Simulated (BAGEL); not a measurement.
**C3H8Si (SMILES CC(C)[SiH]) at B3LYP/6-31G(d) (density fitting with cc-pvqz-jkfit, spherical functions)**

Aim: the energy change on altering one bond length of C3H8Si at B3LYP/6-31G* (density fitting with cc-pvqz-jkfit, spherical functions), from 2 runs. 

Program for the calculation: BAGEL 1.2.2.

4 further runs of the same task are left out: 4 set aside as unsound or not needed.

### 1 The structure to begin with

C3H8Si: 12 atoms, total charge 0, spin state singlet. As SMILES, `CC(C)[SiH]`. Geometry: relaxed at PBE0-D4/def2-TZVP. This is one conformer, not always the lowest.

Bond lengths: C1–C2 1.513 Å, C2–C3 1.532 Å, C2–Si4 1.900 Å, C1–H5 1.093 Å, C1–H6 1.093 Å, C1–H7 1.096 Å, C2–H8 1.091 Å, C3–H9 1.089 Å, C3–H10 1.146 Å, C3–H11 1.090 Å, Si4–H12 1.529 Å. Some angles: C1–C2–C3 114.4°, C1–C2–Si4 122.7°, C3–C2–Si4 84.0°, C1–C2–H8 111.2°, C3–C2–H8 110.2°, Si4–C2–H8 111.4°, C2–C1–H5 111.1°, C2–C1–H6 110.7°, C2–C1–H7 112.0°, C2–C3–H9 112.0°.

### 2 A single-point energy at B3LYP/6-31G(d) (density fitting with cc-pvqz-jkfit, spherical functions)

File input.json:

```json
{ "bagel" : [

{
  "title" : "molecule",
  "basis" : "6-31gs.json",
  "df_basis" : "cc-pvqz-jkfit",
  "angstrom" : "true",
  "geometry" : [
    { "atom" : "C", "xyz" : [   -0.253100,    0.907000,   -1.062800 ] },
    { "atom" : "C", "xyz" : [    0.097600,   -0.436300,   -0.460200 ] },
    { "atom" : "C", "xyz" : [    0.789900,   -0.357500,    0.904100 ] },
    { "atom" : "Si", "xyz" : [   -1.169000,   -1.505700,    0.467600 ] },
    { "atom" : "H", "xyz" : [   -0.840100,    0.787500,   -1.976500 ] },
    { "atom" : "H", "xyz" : [   -0.850600,    1.498900,   -0.364400 ] },
    { "atom" : "H", "xyz" : [    0.640200,    1.486400,   -1.322400 ] },
    { "atom" : "H", "xyz" : [    0.694200,   -1.034400,   -1.150400 ] },
    { "atom" : "H", "xyz" : [    0.750400,    0.645900,    1.325000 ] },
    { "atom" : "H", "xyz" : [    0.284700,   -1.010900,    1.698600 ] },
    { "atom" : "H", "xyz" : [    1.807500,   -0.747500,    0.908500 ] },
    { "atom" : "H", "xyz" : [   -1.874800,   -0.288600,    1.067000 ] }
  ]
},
{ "title" : "ks", "xc_func" : "b3lyp" },
{ "title" : "print", "file" : "orbitals.molden", "orbitals" : "true" }

]}
```

The basis set 6-31G* is read from a file made from the Basis Set Exchange's data (not shown).

Run with:

```sh
$ BAGEL_NUM_THREADS=1 BAGEL input.json > input.out
```

Output:

```text
* using 1 threads per process

  ===============================================================
  ===============================================================

  *** Geometry ***

  { "atom" : "C", "xyz" : [     -0.478290,      1.713982,     -2.008401 ] },
  { "atom" : "C", "xyz" : [      0.184437,     -0.824488,     -0.869652 ] },
  { "atom" : "C", "xyz" : [      1.492695,     -0.675577,      1.708501 ] },
  { "atom" : "Si", "xyz" : [     -2.209090,     -2.845361,      0.883636 ] },
  { "atom" : "H", "xyz" : [     -1.587559,      1.488159,     -3.735044 ] },
  { "atom" : "H", "xyz" : [     -1.607401,      2.832510,     -0.688616 ] },
  { "atom" : "H", "xyz" : [      1.209803,      2.808889,     -2.498974 ] },
  { "atom" : "H", "xyz" : [      1.311848,     -1.954733,     -2.173941 ] },
  { "atom" : "H", "xyz" : [      1.418050,      1.220574,      2.503887 ] },
  { "atom" : "H", "xyz" : [      0.538005,     -1.910324,      3.209889 ] },
  { "atom" : "H", "xyz" : [      3.415680,     -1.412570,      1.716816 ] },
  { "atom" : "H", "xyz" : [     -3.542859,     -0.545375,      2.016338 ] },

  Number of auxiliary basis functions:      874

  Since a DF basis is specified, we compute 2- and 3-index integrals:
    o Being stored without compression. Storage requirement is 0.040 GB

  Number of basis functions:       76
  Number of electrons      :       40

    * METHOD: MOLECULE                             0.64

  *** Kohn-Sham DFT ***

    * Removing 23887 points whose weight is below 1.00e-10
    * Grid points: 154985

  === Nuclear Repulsion ===
   159.9909730786

       - DIIS with orbital gradients will be used.

  === KS iteration (b3lyp / 6-31gs.json) ===
      0       -374.62467216          0.15615325           0.46
      1       -364.33558983          0.15927830           0.39
      2       -377.29034688          0.16731454           0.40
      3       -398.61679828          0.08931548           0.41
      4       -404.45271348          0.07582065           0.40
      5       -408.45631430          0.01490533           0.39
      6       -408.48044295          0.01202103           0.40
      7       -408.55068191          0.00361049           0.40
      8       -408.55493130          0.00200568           0.39
      9       -408.55691015          0.00057128           0.40
     10       -408.55708120          0.00012067           0.40
     11       -408.55708649          0.00005284           0.40
     12       -408.55708747          0.00002012           0.40
     13       -408.55708764          0.00000387           0.41
     14       -408.55708764          0.00000147           0.40
     15       -408.55708764          0.00000057           0.40
     16       -408.55708764          0.00000018           0.39
     17       -408.55708764          0.00000005           0.40
     18       -408.55708764          0.00000002           0.41
     19       -408.55708764          0.00000000           0.39
    * SCF iteration converged.

    * Permanent dipole moment:
           (   -0.574530,    -0.492258,     0.086877) a.u.

    * METHOD: KS                                   8.76

    * METHOD: PRINT                                0.01

  ===============================================================
```

Run time: 9.9 s. Hardware: 1 thread of Intel Xeon 6975P-C (Granite Rapids), shared host; peak memory 0.56 GiB.

### 3 The distorted shape, same level

File input.json:

```json
{ "bagel": [

{
  "title": "molecule",
  "basis": "6-31gs.json",
  "df_basis": "cc-pvqz-jkfit",
  "angstrom": true,
  "geometry": [
    { "atom": "C", "xyz": [      -0.041357,       0.541865,      -1.242623 ] },
    { "atom": "C", "xyz": [       0.309343,      -0.801435,      -0.640023 ] },
    { "atom": "C", "xyz": [       1.001643,      -0.722635,       0.724277 ] },
    { "atom": "Si", "xyz": [      -0.957257,      -1.870835,       0.287777 ] },
    { "atom": "H", "xyz": [      -0.628357,       0.422365,      -2.156323 ] },
    { "atom": "H", "xyz": [      -0.638857,       1.133765,      -0.544223 ] },
    { "atom": "H", "xyz": [       0.851943,       1.121265,      -1.502223 ] },
    { "atom": "H", "xyz": [       0.905943,      -1.399535,      -1.330223 ] },
    { "atom": "H", "xyz": [       0.962143,       0.280765,       1.145177 ] },
    { "atom": "H", "xyz": [       0.496443,      -1.376035,       1.518777 ] },
    { "atom": "H", "xyz": [       2.019243,      -1.112635,       0.728677 ] },
    { "atom": "H", "xyz": [      -1.874800,      -0.288600,       1.067000 ] }
  ]
},

{ "title": "ks", "xc_func": "b3lyp" },

{ "title": "print", "file": "orbitals.molden", "orbitals": true }

]}
```

The basis set 6-31G* is read from a file made from the Basis Set Exchange's data (not shown).

Run with:

```sh
$ BAGEL_NUM_THREADS=1 BAGEL input.json > input.out
```

Output:

```text
* using 1 threads per process

  ===============================================================
  ===============================================================

  *** Geometry ***

  { "atom" : "C", "xyz" : [     -0.078153,      1.023976,     -2.348217 ] },
  { "atom" : "C", "xyz" : [      0.584574,     -1.514493,     -1.209468 ] },
  { "atom" : "C", "xyz" : [      1.892831,     -1.365582,      1.368685 ] },
  { "atom" : "Si", "xyz" : [     -1.808954,     -3.535366,      0.543820 ] },
  { "atom" : "H", "xyz" : [     -1.187423,      0.798154,     -4.074860 ] },
  { "atom" : "H", "xyz" : [     -1.207265,      2.142505,     -1.028432 ] },
  { "atom" : "H", "xyz" : [      1.609939,      2.118884,     -2.838790 ] },
  { "atom" : "H", "xyz" : [      1.711984,     -2.644738,     -2.513757 ] },
  { "atom" : "H", "xyz" : [      1.818187,      0.530569,      2.164071 ] },
  { "atom" : "H", "xyz" : [      0.938141,     -2.600329,      2.870073 ] },
  { "atom" : "H", "xyz" : [      3.815816,     -2.102575,      1.377000 ] },
  { "atom" : "H", "xyz" : [     -3.542859,     -0.545375,      2.016338 ] },

  Number of auxiliary basis functions:      874

  Since a DF basis is specified, we compute 2- and 3-index integrals:
    o Being stored without compression. Storage requirement is 0.040 GB

  Number of basis functions:       76
  Number of electrons      :       40

    * METHOD: MOLECULE                             0.63

  *** Kohn-Sham DFT ***

    * Removing 23555 points whose weight is below 1.00e-10
    * Grid points: 155317

  === Nuclear Repulsion ===
   158.5152670340

       - DIIS with orbital gradients will be used.

  === KS iteration (b3lyp / 6-31gs.json) ===
      0       -374.32450649          0.15525106           0.46
      1       -371.00819469          0.15406085           0.40
      2       -375.86064911          0.17106902           0.39
      3       -397.51648208          0.08484997           0.41
      4       -399.92495735          0.09750542           0.39
      5       -408.35408268          0.01802712           0.38
      6       -408.45865015          0.01203945           0.41
      7       -408.52180790          0.00319702           0.39
      8       -408.52711780          0.00095281           0.39
      9       -408.52742239          0.00061895           0.39
     10       -408.52757208          0.00017124           0.39
     11       -408.52758577          0.00002264           0.39
     12       -408.52758605          0.00000425           0.40
     13       -408.52758606          0.00000150           0.40
     14       -408.52758606          0.00000063           0.40
     15       -408.52758606          0.00000024           0.39
     16       -408.52758606          0.00000014           0.40
     17       -408.52758606          0.00000003           0.39
     18       -408.52758606          0.00000001           0.40
     19       -408.52758606          0.00000000           0.39
    * SCF iteration converged.

    * Permanent dipole moment:
           (   -0.850878,    -0.132033,     0.284664) a.u.

    * METHOD: KS                                   8.68

    * METHOD: PRINT                                0.01

  ===============================================================
```

Run time: 9.6 s. Hardware: 1 thread of Intel Xeon 6975P-C (Granite Rapids), shared host; peak memory 0.56 GiB.

### 4 What came out

Level: B3LYP/6-31G* (density fitting with cc-pvqz-jkfit, spherical functions).

| quantity | value |
| --- | --- |
| first shape: total energy | -408.55709 Eh |
| first shape: dipole moment | 1.94 D |
| first shape: HOMO energy | -5.79 eV |
| first shape: LUMO energy | -1.40 eV |
| first shape: HOMO–LUMO gap | 4.40 eV |
| distorted shape: total energy | -408.52759 Eh |
| distorted shape: dipole moment | 2.31 D |
| distorted shape: HOMO energy | -5.97 eV |
| distorted shape: LUMO energy | -1.59 eV |
| distorted shape: HOMO–LUMO gap | 4.38 eV |
| energy change with the Si4–H12 bond stretched from 1.529 to 1.988 Å | 0.803 eV |

**Reading.** With the Si4–H12 bond stretched from 1.529 to 1.988 Å the energy rises by 0.80 eV (77.5 kJ/mol). The first shape isn't relaxed at this level, so the change isn't measured from a minimum.
